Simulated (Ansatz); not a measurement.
# C3H3Cl2F3: how energies converge with the basis set

Aim: see how fast density functionals converge with the basis set for C3H3Cl2F3.

The runs use Ansatz 0.2.0, Gaussian basis; one geometry, several basis sets.

Plan: PBE0-D4/def2-SVP; ωB97M-V/def2-SVP; PBE0-D4/def2-QZVPP; ωB97M-V/def2-QZVPP; the functionals' def2-TZVPP values are taken from earlier runs.

## (1) The relaxed structure

An earlier PBE0-D4 in a triple-zeta def2 set relaxation fixed the geometry.

SMILES `FC(F)(F)CC(Cl)Cl`, 11 atoms, charge 0, spin multiplicity 1.

Atoms are counted from 1 here; the program's logs count them from 0.

Bond lengths: F1–C2 1.339 Å, C2–F3 1.342 Å, C2–F4 1.332 Å, C2–C5 1.513 Å, C5–C6 1.514 Å, C5–H9 1.092 Å, C5–H10 1.091 Å, C6–Cl7 1.775 Å, C6–Cl8 1.768 Å, C6–H11 1.087 Å. Angles: F1–C2–F3 107.4°, F1–C2–F4 107.3°, F1–C2–C5 109.6°, F3–C2–F4 107.4°, F3–C2–C5 111.3°, F4–C2–C5 113.5°, C2–C5–C6 114.7°, C2–C5–H9 106.3°, C2–C5–H10 108.7°, C6–C5–H9 108.0°, C6–C5–H10 110.5°, H9–C5–H10 108.2°, C5–C6–Cl7 108.9°, C5–C6–Cl8 112.5°, C5–C6–H11 111.7°, Cl7–C6–Cl8 110.3°, Cl7–C6–H11 106.5°, Cl8–C6–H11 106.7°.

Coordinates:

```xyz
11
charge 0, multiplicity 1
F    -2.3498    0.4584   -0.4393
C    -1.1864   -0.1948   -0.5517
F    -1.3749   -1.4336   -0.0721
F    -0.9189   -0.3063   -1.8516
C    -0.1155    0.5392    0.2250
C     1.1723   -0.2342    0.4137
Cl    2.1669    0.5943    1.6282
Cl    2.0746   -0.4235   -1.0945
H    -0.5361    0.7416    1.2118
H     0.0801    1.4936   -0.2651
H     0.9878   -1.2348    0.7958
```

## (2) PBE0-D4 in def2-SVP

Contents of in.yaml:

```yaml
crystal:
  periodic: [false, false, false]
  atoms:
    - {symbol: F, position_ang: [-2.349840, 0.458364, -0.439344]}
    - {symbol: C, position_ang: [-1.186418, -0.194813, -0.551674]}
    - {symbol: F, position_ang: [-1.374926, -1.433624, -0.072096]}
    - {symbol: F, position_ang: [-0.918898, -0.306259, -1.851648]}
    - {symbol: C, position_ang: [-0.115519, 0.539229, 0.224970]}
    - {symbol: C, position_ang: [1.172264, -0.234171, 0.413652]}
    - {symbol: Cl, position_ang: [2.166923, 0.594312, 1.628231]}
    - {symbol: Cl, position_ang: [2.074577, -0.423471, -1.094544]}
    - {symbol: H, position_ang: [-0.536137, 0.741605, 1.211782]}
    - {symbol: H, position_ang: [0.080127, 1.493627, -0.265144]}
    - {symbol: H, position_ang: [0.987834, -1.234808, 0.795805]}
basis:
  gaussian: {orbitals: def2-SVP}
hamiltonian: {xc: pbe0, dispersion: d4}
output: {orbitals: {seedname: orbitals}}
```

Command:

```sh
> ansatz run in.yaml --threads 2 --pin off --events-out ev --progress --plain --max-ram 32768MiB --backend cpu
```

Standard output:

```text
Functional definition: PBE0
  name "PBE0"
  cite "Adamo & Barone, J. Chem. Phys. 110, 6158 (1999) doi:10.1063/1.478522"
  cite "Perdew, Burke & Ernzerhof, Phys. Rev. Lett. 77, 3865 (1996) doi:10.1103/PhysRevLett.77.3865"
  parent pbe
  parameter a = 0.25
  parameter kappa = 0.804
  parameter beta = 0.06672455060314922
  exchange = (1 - a)*pbe_x(kappa = kappa, mu = beta*pi^2/3) + a*exact_x
  correlation = pbe_c(beta = beta)
1302 factors; integrals over basis functions are off by at most 1.3e-3 eV
mean field evaluation 1: about -36316.3340 eV, gradient 4.5e1 eV
mean field evaluation 2: about -36315.3321 eV, gradient 5.1e1 eV
mean field evaluation 4: about -36319.9193 eV, gradient 1.8e0 eV
mean field evaluation 8: about -36320.2844 eV, gradient 3.2e-1 eV
mean field evaluation 16: about -36320.2846 eV, gradient 1.4e-4 eV
mean field -36320.28461364 eV, -1334.7458407782 hartree, gradient 3.9e-5 eV, S^2 0.000000; 0 other end points of the search recorded, 0 dependent functions left out
reference -36320.28463341 eV, -1334.7458415047 hartree; 41, 41 occupied and 94, 94 virtual orbitals, 1302 factors
Total energy: -36320.54247190 eV, -1334.7553168944 hartree
```

Run time: 3.1 s. Hardware: 2 threads of AMD EPYC 7R13, shared host; peak memory 0.42 GiB.

## (3) ωB97M-V in def2-SVP

in.yaml: that of step 2 with these lines changed.

```diff
@@ -16,3 +16,3 @@
   gaussian: {orbitals: def2-SVP}
-hamiltonian: {xc: pbe0, dispersion: d4}
+hamiltonian: {xc: {name: wB97M-V}}
 output: {orbitals: {seedname: orbitals}}
```

The command is unchanged.

Standard output, cut to the lines that bear on the results:

```text
Functional definition: wB97M-V
  name "wB97M-V"
  cite "Mardirossian & Head-Gordon, J. Chem. Phys. 144, 214110 (2016) doi:10.1063/1.4952647"
  cite "Becke, J. Chem. Phys. 107, 8554 (1997) doi:10.1063/1.475007"
  cite "Vydrov & Van Voorhis, J. Chem. Phys. 133, 244103 (2010) doi:10.1063/1.3521275"
  # Of w^i u^j: cxij and so on, Table III.
[...]
  gx(w, u) = 1 - cx + cx01*u + cx10*w
  gss(w, u) = css00 + css04*u^4 + css10*w + css20*w^2 + css43*w^4*u^3
  gos(w, u) = cos00 + cos10*w + (cos20 + cos21*u)*w^2 + (cos60 + cos61*u)*w^6
[...]
      + integral(e_c_pw_mod_opposite_spin*gos(b97_w_opposite, b97_u_opposite)) + vv10(b, c)
1302 factors; integrals over basis functions are off by at most 1.3e-3 eV
278 factors; integrals over basis functions are off by at most 3.5e-6 eV
[...]
mean field -36335.45012110 eV, -1335.3031628976 hartree, gradient 6.6e-5 eV, S^2 0.000000; 0 other end points of the search recorded, 0 dependent functions left out
reference -36335.45014980 eV, -1335.3031639523 hartree; 41, 41 occupied and 94, 94 virtual orbitals, 1302 factors
Total energy: -36335.45014980 eV, -1335.3031639523 hartree
```

Run time: 9.5 s. Hardware: 2 threads of AMD EPYC 7R13, shared host; peak memory 0.56 GiB.

## (4) PBE0-D4 in def2-QZVPP

in.yaml: that of step 3 with these lines changed.

```diff
@@ -15,4 +15,4 @@
 basis:
-  gaussian: {orbitals: def2-SVP}
-hamiltonian: {xc: {name: wB97M-V}}
+  gaussian: {orbitals: "def2-QZVPP.json"}
+hamiltonian: {xc: pbe0, dispersion: d4}
 output: {orbitals: {seedname: orbitals}}
```

Command:

```sh
> ansatz run in.yaml --threads 2 --pin off --events-out ev --progress --plain --max-ram 32768MiB --backend cuda --devices 0, --max-vram 18GiB
```

Standard output:

```text
Functional definition: PBE0
  name "PBE0"
  cite "Adamo & Barone, J. Chem. Phys. 110, 6158 (1999) doi:10.1063/1.478522"
  cite "Perdew, Burke & Ernzerhof, Phys. Rev. Lett. 77, 3865 (1996) doi:10.1103/PhysRevLett.77.3865"
  parent pbe
  parameter a = 0.25
  parameter kappa = 0.804
  parameter beta = 0.06672455060314922
  exchange = (1 - a)*pbe_x(kappa = kappa, mu = beta*pi^2/3) + a*exact_x
  correlation = pbe_c(beta = beta)
1992 factors; their error is unknown
mean field evaluation 1: about -36338.0916 eV, gradient 5.5e1 eV
mean field evaluation 2: about -36335.2610 eV, gradient 6.6e1 eV
mean field evaluation 4: about -36343.5756 eV, gradient 3.3e0 eV
mean field evaluation 8: about -36343.5968 eV, gradient 6.2e-2 eV
mean field evaluation 16: about -36343.6244 eV, gradient 7.6e-5 eV
mean field -36343.62441952 eV, -1335.6035628239 hartree, gradient 7.6e-5 eV, S^2 0.000000; 0 other end points of the search recorded, 0 dependent functions left out
reference -36343.62445156 eV, -1335.6035640015 hartree; 41, 41 occupied and 531, 531 virtual orbitals, 1992 factors
Total energy: -36343.88229005 eV, -1335.6130393912 hartree
```

It took 8 s on 1 × H100 (card shared with other runs) with 2 threads of AMD EPYC 7R13, shared host; peak host memory 1.1 GiB.

## (5) ωB97M-V in def2-QZVPP

in.yaml: that of step 4 with these lines changed.

```diff
@@ -16,3 +16,3 @@
   gaussian: {orbitals: "def2-QZVPP.json"}
-hamiltonian: {xc: pbe0, dispersion: d4}
+hamiltonian: {xc: {name: wB97M-V}}
 output: {orbitals: {seedname: orbitals}}
```

Same command.

Standard output, cut to the lines that bear on the results:

```text
Functional definition: wB97M-V
  name "wB97M-V"
  cite "Mardirossian & Head-Gordon, J. Chem. Phys. 144, 214110 (2016) doi:10.1063/1.4952647"
  cite "Becke, J. Chem. Phys. 107, 8554 (1997) doi:10.1063/1.475007"
  cite "Vydrov & Van Voorhis, J. Chem. Phys. 133, 244103 (2010) doi:10.1063/1.3521275"
  # Of w^i u^j: cxij and so on, Table III.
[...]
  gx(w, u) = 1 - cx + cx01*u + cx10*w
  gss(w, u) = css00 + css04*u^4 + css10*w + css20*w^2 + css43*w^4*u^3
  gos(w, u) = cos00 + cos10*w + (cos20 + cos21*u)*w^2 + (cos60 + cos61*u)*w^6
[...]
      + integral(e_c_pw_mod_opposite_spin*gos(b97_w_opposite, b97_u_opposite)) + vv10(b, c)
1960 factors; their error is unknown
354 factors; integrals over basis functions are off by at most 2.8e-5 eV
[...]
mean field -36358.94586834 eV, -1336.1666156829 hartree, gradient 3.9e-5 eV, S^2 0.000000; 0 other end points of the search recorded, 0 dependent functions left out
reference -36358.94591990 eV, -1336.1666175776 hartree; 41, 41 occupied and 531, 531 virtual orbitals, 1960 factors
Total energy: -36358.94591990 eV, -1336.1666175776 hartree
```

It took 9.5 s on 1 × H100 (card shared with other runs) with 2 threads of AMD EPYC 7R13, shared host; peak host memory 1.2 GiB.

## (6) Density functionals: the series

The def2-TZVPP values come from earlier runs at the same geometry.

```
functional       basis  functions  energy (eV)  from the largest (eV)  HOMO (eV)  LUMO (eV)
   PBE0-D4    def2-SVP        135  -36320.5425                 23.340      -8.80       0.28
   PBE0-D4  def2-TZVPP        312  -36342.5815                  1.301      -8.97      -0.29
   PBE0-D4  def2-QZVPP        572  -36343.8823                  0.000      -9.01      -0.50
   ωB97M-V    def2-SVP        135  -36335.4501                 23.496     -11.03       2.56
   ωB97M-V  def2-TZVPP        312  -36357.7096                  1.236     -11.24       1.88
   ωB97M-V  def2-QZVPP        572  -36358.9459                  0.000     -11.30       1.51
```

## (7) Outcome

```
                                       quantity           value
PBE0-D4: double and triple zeta above quadruple  23.34, 1.30 eV
ωB97M-V: double and triple zeta above quadruple  23.50, 1.24 eV
```

What this shows: PBE0-D4 gains 22.04 eV from double to triple zeta, then 1.30 eV more. These are total energies; as a rule much of such shifts cancels in differences, which this series doesn't test. The LUMO of ωB97M-V is positive and keeps falling with the basis (2.56 to 1.51 eV): an unbound level that the basis holds in place.
